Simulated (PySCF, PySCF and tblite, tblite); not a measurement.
# C₄H₈GeN₂: a path driven as a shift of bonds, and NMR exchange

How fast is a shift of bonds in C₄H₈GeN₂ (`Cc1cn[n]([GeH3])c1`), and when do the exchanging lines merge?

Programs: PySCF 2.14.0 with density-fitted response routines of our own, and tblite 0.8.0. All values are computed, except where a source is named. Atoms count from 0 throughout.

## 1. The starting structure

15 atoms, charge 0, multiplicity 1; geometry from: force field or distance geometry start.

Bonds of the start (Å): C0–C1 1.48, C0–H7 1.12, C0–H8 1.11, C0–H9 1.12, C1–C2 1.40, C1–C6 1.38, C2–H10 1.07, C2–N3 1.34, C6–H14 1.08, Ge5–H11 1.55, Ge5–H12 1.55, Ge5–H13 1.55, N3–N4 1.33, N4–C6 1.35, N4–Ge5 1.86.

## 2. GFN2-xTB relaxation, start minimum

What the job is given:

```
{"job": {"xc": "GFN2-xTB", "basis": "xTB", "kind": "relax"}, "charge": 0, "multiplicity": 1}
C      0.163700     0.298100    -2.745100
C      0.162700     0.427900    -1.266800
C      1.234000     0.815800    -0.456600
N      0.811700     0.884000     0.813500
N     -0.471200     0.548800     0.849100
Ge    -1.493200     0.427600     2.395700
C     -0.898800     0.270500    -0.403600
H     -0.107100     1.284300    -3.189300
H      1.162700    -0.009500    -3.107700
H     -0.593300    -0.462600    -3.052400
H      2.224900     1.052300    -0.792200
H     -1.388600    -1.012500     2.969800
H     -2.974000     0.752300     2.082700
H     -0.951100     1.439800     3.441400
H     -1.912300    -0.015500    -0.657600
```

On the command line:

```
$ OMP_NUM_THREADS=1 python ens_run.py task.json out
```

One launch serves the whole session.

What it wrote:

```text
step      E/eV     max force
  0    -555.13928    1.410
  1    -555.22289    0.630
  2    -555.26561    0.524
  3    -555.28705    0.449
  4    -555.30934    0.459
  5    -555.32257    0.320
  6    -555.33275    0.232
  7    -555.33858    0.201
  8    -555.34419    0.288
  9    -555.34937    0.274
 10    -555.35342    0.181
 11    -555.35584    0.115
 12    -555.35725    0.105
 13    -555.35838    0.088
 14    -555.35982    0.111
 15    -555.36172    0.145
 16    -555.36371    0.142
 17    -555.36514    0.097
 18    -555.36605    0.104
 19    -555.36691    0.106
 20    -555.36815    0.101
 21    -555.36983    0.117
 22    -555.37163    0.110
 23    -555.37321    0.089
 24    -555.37466    0.109
 25    -555.37630    0.120
 26    -555.37808    0.119
 27    -555.37957    0.103
 28    -555.38057    0.076
 29    -555.38118    0.069
 30    -555.38158    0.048
 31    -555.38186    0.043
 32    -555.38212    0.042
 33    -555.38243    0.070
 34    -555.38281    0.083
 35    -555.38317    0.063
 36    -555.38340    0.041
 37    -555.38354    0.032
 38    -555.38363    0.026
 39    -555.38370    0.025
 40    -555.38375    0.017
 41    -555.38379    0.019
 42    -555.38383    0.016
 43    -555.38387    0.017
 44    -555.38390    0.013
 45    -555.38393    0.016
 46    -555.38395    0.014
 47    -555.38397    0.010
 48    -555.38398    0.009
 49    -555.38399    0.009
 50    -555.38400    0.012
 51    -555.38402    0.010
 52    -555.38403    0.008
 53    -555.38404    0.008
 54    -555.38405    0.010
 55    -555.38407    0.012
 56    -555.38409    0.013
 57    -555.38412    0.015
 58    -555.38417    0.022
 59    -555.38423    0.032
 60    -555.38431    0.035
 61    -555.38440    0.026
 62    -555.38449    0.021
 63    -555.38456    0.021
 64    -555.38464    0.033
 65    -555.38473    0.036
 66    -555.38483    0.026
 67    -555.38489    0.017
 68    -555.38492    0.013
 69    -555.38494    0.012
 70    -555.38497    0.014
 71    -555.38499    0.013
 72    -555.38501    0.013
 73    -555.38504    0.015
 74    -555.38507    0.017
 75    -555.38511    0.017
 76    -555.38514    0.017
 77    -555.38518    0.018
 78    -555.38521    0.013
 79    -555.38525    0.015
 80    -555.38529    0.015
 81    -555.38533    0.017
 82    -555.38540    0.025
 83    -555.38549    0.033
 84    -555.38562    0.037
 85    -555.38573    0.029
 86    -555.38584    0.028
 87    -555.38594    0.031
 88    -555.38607    0.040
 89    -555.38620    0.037
 90    -555.38634    0.036
 91    -555.38645    0.034
 92    -555.38664    0.049
 93    -555.38690    0.074
 94    -555.38733    0.101
 95    -555.38740    0.107
 96    -555.38831    0.052
 97    -555.38870    0.041
 98    -555.38898    0.048
 99    -555.38911    0.029
100    -555.38926    0.026
101    -555.38936    0.029
102    -555.38947    0.034
103    -555.38958    0.029
104    -555.38968    0.029
105    -555.38974    0.014
106    -555.38978    0.023
107    -555.38982    0.024
108    -555.38991    0.026
109    -555.38998    0.027
110    -555.39007    0.027
111    -555.39015    0.024
112    -555.39021    0.021
113    -555.39024    0.018
114    -555.39027    0.017
115    -555.39030    0.016
116    -555.39036    0.014
117    -555.39042    0.017
118    -555.39051    0.019
119    -555.39058    0.017
120    -555.39059    0.032
121    -555.39064    0.015
122    -555.39066    0.012
123    -555.39071    0.013
124    -555.39072    0.008
125    -555.39073    0.006
126    -555.39074    0.006
127    -555.39075    0.005
128    -555.39076    0.006
129    -555.39076    0.005
130    -555.39077    0.005
131    -555.39077    0.004
132    -555.39077    0.003
```

Run time: 0.83 s. Hardware: 1 thread of Arm Neoverse V1, shared host.

Gain 0.251 eV; displacement 0.43 Å root mean square.

## 3. Relaxed scan, to the middle

What the job is given:

```
{"job": {"xc": "GFN2-xTB", "basis": "xTB", "coordinate": [["d", [5, 4], 1], ["d", [5, 3], -1]], "kind": "drive"}, "charge": 0, "multiplicity": 1}
C      0.203021     0.371585    -2.774361
C      0.090319     0.446816    -1.291250
C      1.118795     0.693685    -0.363327
N      0.655939     0.691801     0.867975
N     -0.661689     0.448402     0.782030
Ge    -1.424879     0.433641     2.449328
C     -1.030933     0.296707    -0.508667
H      0.525634     1.329821    -3.181039
H      0.937631    -0.379275    -3.062815
H     -0.756659     0.110969    -3.214333
H      2.159821     0.867492    -0.557121
H     -0.714835    -0.623202     3.220331
H     -2.877434     0.128658     2.260498
H     -1.201934     1.789151     3.024453
H     -2.052451     0.095134    -0.770760
```

What it wrote:

```text
point  coordinate     E/eV
  0     -0.649     -555.36838
  1     -0.505     -555.30472
  2     -0.357     -555.20203
  3     -0.202     -555.07002
  4     -0.032     -554.93620
```

Wall time 0.9 s (1 thread of Arm Neoverse V1, shared host).

The highest point is number 4, 10.0 kcal/mol above the first.

## 4. Relaxed scan, from the middle, back

What the job is given:

```
{"job": {"xc": "GFN2-xTB", "basis": "xTB", "coordinate": [["d", [5, 4], 1], ["d", [5, 3], -1]], "kind": "drive"}, "charge": 0, "multiplicity": 1}
C      0.363400     0.402067    -2.767154
C     -0.020336     0.428313    -1.327190
C      0.802099     0.658360    -0.223763
N      0.074820     0.597866     0.882674
N     -1.208123     0.333813     0.534546
Ge    -1.107461     0.491699     2.498277
C     -1.284161     0.229045    -0.788023
H      0.742250     1.374076    -3.082606
H      1.146125    -0.334535    -2.946214
H     -0.501394     0.149556    -3.375889
H      1.856421     0.857208    -0.192944
H     -0.313782    -0.617573     3.121877
H     -2.584873     0.240887     2.816921
H     -0.776859     1.883980     2.948042
H     -2.213153     0.019932    -1.281284
```

What it wrote:

```text
point  coordinate     E/eV
  0     -0.169     -555.04092
  1     -0.265     -555.12489
  2     -0.357     -555.20104
  3     -0.447     -555.26826
  4     -0.534     -555.32086
  5     -0.620     -555.35900
  6     -0.707     -555.38235
  7     -0.793     -555.39039
```

Wall time 1.2 s (1 thread of Arm Neoverse V1, shared host).

## 5. Relaxed scan, from the middle, on

job is that of step 4.

What it wrote:

```text
point  coordinate     E/eV
  0      0.051     -554.89189
  1      0.185     -554.87722
  2      0.320     -554.95145
  3      0.438     -555.07389
  4      0.538     -555.18929
  5      0.629     -555.27930
  6      0.717     -555.34010
  7      0.802     -555.37120
```

Wall time 1.2 s (1 thread of Arm Neoverse V1, shared host).

The highest point is number 1, 0.3 kcal/mol above the first.

## 6. Nudged elastic band, leg 1

What the job is given:

```
{"job": {"xc": "GFN2-xTB", "basis": "xTB", "kind": "neb"}, "charge": 0, "multiplicity": 1}
C      0.208924     0.369508    -2.780766
C      0.091160     0.450323    -1.298340
C      1.116194     0.703289    -0.368260
N      0.649614     0.704636     0.861617
N     -0.667238     0.458014     0.772476
Ge    -1.428789     0.430260     2.440227
C     -1.032116     0.300080    -0.518673
H      0.546329     1.322119    -3.188494
H      0.934092    -0.392612    -3.063934
H     -0.752386     0.120943    -3.223988
H      2.157129     0.879913    -0.559960
H     -0.743107    -0.656257     3.193172
H     -2.887950     0.160079     2.249269
H     -1.171129     1.769991     3.036331
H     -2.052233     0.094699    -0.783338
```

What it wrote:

```text
image   E - E0 / eV
  0       0.0000
  1       0.1061
  2       0.5186
  3       0.1686
  4       0.0183
  5       0.0069
  6       0.0006
```

It took 1.5 s on 1 thread of Arm Neoverse V1, shared host; peak memory 0.19 GiB.

The highest point is number 2, 12.0 kcal/mol above the first.

## 7. Saddle search, leg 1

What the job is given:

```
{"job": {"xc": "GFN2-xTB", "basis": "xTB", "kind": "saddle"}, "charge": 0, "multiplicity": 1}
C      0.734847    -0.037953    -2.551165
C      0.275510    -0.029465    -1.133341
C      1.054520     0.190651    -0.003640
N      0.276019     0.114803     1.070434
N     -0.997420    -0.148303     0.683746
Ge    -0.688865     0.067162     2.742829
C     -1.010780    -0.236852    -0.640146
H      1.126806     0.940449    -2.828182
H      1.530214    -0.769891    -2.686756
H     -0.086846    -0.285723    -3.218195
H      2.105571     0.389842     0.075922
H      0.095649    -1.031298     3.407097
H     -2.164973    -0.165753     3.015924
H     -0.331229     1.442765     3.239145
H     -1.919024    -0.440432    -1.173671
```

What it wrote:

```text
step      E/eV     max force
  0    -554.87218   0.0591
  1    -554.87360   0.0088
  2    -554.87465   0.0145
  3    -554.87874   0.0340
  4    -554.87634   0.0183
  5    -554.87911   0.0252
  6    -554.88216   0.0300
  7    -554.88559   0.0354
  8    -554.88957   0.0399
  9    -554.89407   0.0432
 10    -554.89834   0.0456
 11    -554.90239   0.0439
 12    -554.90818   0.0471
 13    -554.91488   0.0515
 14    -554.92211   0.0715
 15    -554.92891   0.0526
 16    -554.93515   0.0582
 17    -554.94068   0.0595
 18    -554.94427   0.1150
 19    -554.94326   0.0282
 20    -554.94535   0.0229
 21    -554.94647   0.0440
 22    -554.94688   0.0281
 23    -554.94699   0.0385
 24    -554.94633   0.1489
 25    -554.94705   0.0287
 26    -554.94720   0.0214
 27    -554.94685   0.1117
 28    -554.94728   0.0130
 29    -554.94733   0.0380
 30    -554.94733   0.0045
 31    -554.94739   0.0065
 32    -554.94744   0.0144
 33    -554.94750   0.0150
 34    -554.94756   0.0150
 35    -554.94761   0.0150
 36    -554.94768   0.0143
 37    -554.94770   0.0389
 38    -554.94772   0.0057
 39    -554.94777   0.0145
 40    -554.94781   0.0173
 41    -554.94786   0.0099
 42    -554.94788   0.0241
 43    -554.94791   0.0045
 44    -554.94794   0.0161
 45    -554.94796   0.0067
 46    -554.94797   0.0167
 47    -554.94798   0.0024
lowest wavenumbers (cm-1): -217.1 10.7 69.6 181.6 250.3 306.6
```

It took 7.8 s on 1 thread of Arm Neoverse V1, shared host; peak memory 0.19 GiB.

Point group Cs; 1 imaginary mode, 217i cm⁻¹, carried by N3, N4, H12, H13. Steps downhill from it reached both ends.

## 8. DFT refinement, start: PBE0-D3(BJ)/def2-SVP

What the job is given:

```
{"job": {"xc": "PBE0", "basis": "def2-SVP", "kind": "refine"}, "charge": 0, "multiplicity": 1}
C      0.203021     0.371585    -2.774361
C      0.090319     0.446816    -1.291250
C      1.118795     0.693685    -0.363327
N      0.655939     0.691801     0.867975
N     -0.661689     0.448402     0.782030
Ge    -1.424879     0.433641     2.449328
C     -1.030933     0.296707    -0.508667
H      0.525634     1.329821    -3.181039
H      0.937631    -0.379275    -3.062815
H     -0.756659     0.110969    -3.214333
H      2.159821     0.867492    -0.557121
H     -0.714835    -0.623202     3.220331
H     -2.877434     0.128658     2.260498
H     -1.201934     1.789151     3.024453
H     -2.052451     0.095134    -0.770760
```

What it wrote:

```text
step      E/eV     max force
  0    -63748.36427   1.0372
  1    -63748.48382   0.2755
  2    -63748.49473   0.3074
  3    -63748.49828   0.1937
  4    -63748.50186   0.1248
  5    -63748.50315   0.0778
  6    -63748.50329   0.0757
  7    -63748.50371   0.0592
  8    -63748.50419   0.0216
  9    -63748.50423   0.0042
```

Wall time 3.1 min (1 thread of Arm Neoverse V1, shared host); peak memory 0.64 GiB.

The energy fell by 0.140 eV, and the atoms moved 0.12 Å (root mean square).

**DFT refinement, saddle of leg 1: PBE0-D3(BJ)/def2-SVP**

What the job is given:

```
{"job": {"xc": "PBE0", "basis": "def2-SVP", "kind": "refine"}, "charge": 0, "multiplicity": 1}
C      0.646969     0.079486    -2.534953
C      0.314525    -0.049553    -1.088753
C      1.110936     0.289054     0.001278
N      0.488468    -0.051507     1.122460
N     -0.722814    -0.587547     0.796545
Ge    -0.771136     0.130540     2.650888
C     -0.843606    -0.575929    -0.524869
H      1.266837     0.957144    -2.705419
H      1.196962    -0.796872    -2.879599
H     -0.261718     0.165486    -3.126390
H      2.088419     0.731577     0.018407
H     -0.412472    -1.121521     3.374389
H     -2.262966     0.417871     2.662663
H     -0.114767     1.367155     3.241102
H     -1.723636    -0.955384    -1.007749
```

What it wrote:

```text
step      E/eV     max force
  0    -63747.38765   0.8113
  1    -63747.52200   0.3166
  2    -63747.55279   0.2460
  3    -63747.56161   0.1806
  4    -63747.56319   0.2261
  5    -63747.55999   0.3146
  6    -63747.56613   0.0345
  7    -63747.56603   0.0411
  8    -63747.56626   0.0255
  9    -63747.56112   0.2373
 10    -63747.56628   0.0085
```

Wall time 3.3 min (1 thread of Arm Neoverse V1, shared host); peak memory 0.64 GiB.

Gain 0.179 eV; displacement 0.18 Å root mean square.

[end of part 1 of 2]
